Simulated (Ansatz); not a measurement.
**ClH4OSn+ (SMILES [OH2+][SnH2][Cl]): single points off equilibrium**

The task here is to estimate one member of a computed series from the others.

Method: single points in def2-TZVPP; program: Ansatz 0.2.0, Gaussian basis.

Correlated methods freeze the cores. Filled d shells of the heavier atoms are correlated. Core potentials replace the inner electrons past krypton, and spin-orbit coupling is left out.

## Where the work starts

SMILES `[OH2+][SnH2][Cl]`, 7 atoms, charge 1, spin multiplicity 1.

Atoms are counted from 1 here; the program's logs count them from 0.

Bond lengths: O1–H4 1.041 Å, O1–H5 0.866 Å, Sn2–Cl3 2.219 Å, Sn2–H6 1.641 Å, Sn2–H7 1.723 Å. Angles: H4–O1–H5 112.0°, Cl3–Sn2–H6 116.1°, Cl3–Sn2–H7 121.2°, H6–Sn2–H7 122.7°.

Coordinates:

```xyz
7

O    -0.98660   -0.07130   -0.86500
Sn    1.00890    0.15960    0.65420
Cl    0.92010   -1.88690    1.50610
H    -1.72370   -0.77520   -0.65300
H    -1.23280    0.47780   -1.48750
H     0.24680    1.33160    1.51300
H     1.81790    0.47360   -0.83450
```

The first run:

The input, run/in.yaml:

```yaml
crystal:
  periodic: [false, false, false]
  atoms:
    - {symbol: O, position_ang: [-0.986600, -0.071300, -0.865000]}
    - {symbol: Sn, position_ang: [1.008900, 0.159600, 0.654200]}
    - {symbol: Cl, position_ang: [0.920100, -1.886900, 1.506100]}
    - {symbol: H, position_ang: [-1.723700, -0.775200, -0.653000]}
    - {symbol: H, position_ang: [-1.232800, 0.477800, -1.487500]}
    - {symbol: H, position_ang: [0.246800, 1.331600, 1.513000]}
    - {symbol: H, position_ang: [1.817900, 0.473600, -0.834500]}
basis:
  gaussian: {orbitals: def2-TZVPP}
total_charge: 1
correlation: {method: ccsd_t}
output: {forces: true}
```

The command line of these runs was not kept.

Steps of the session up to this table: CCSD(T)/def2-TZVPP; PBE0-D4/def2-TZVPP; wB97M-V/def2-TZVPP; r2SCAN-D4/def2-TZVPP; PBE-D4/def2-TZVPP; HSE06-D4/def2-TZVPP; revPBE-D4/def2-TZVPP.

One table of the session follows, with a row left open; its other results are not shown here.

| method | RMS force component (eV/Å) | angle to CCSD(T) forces (°) |
| --- | --- | --- |
| CCSD(T) | 2.724 | reference |
| PBE0-D4 | 2.713 | 1.6 |
| wB97M-V | 2.717 | 0.8 |
| r2SCAN-D4 | 2.712 | 1.3 |
| PBE-D4 | 2.770 | 4.4 |
| HSE06-D4 | ? | ? |
| revPBE-D4 | 2.765 | 4.7 |

Q: Estimate the row for HSE06-D4 from the others.

The run gave: RMS force component (eV/Å): 2.715; angle to CCSD(T) forces (°): 1.6. In the column «RMS force component (eV/Å)» it lies between PBE0-D4 (2.713) and wB97M-V (2.717).
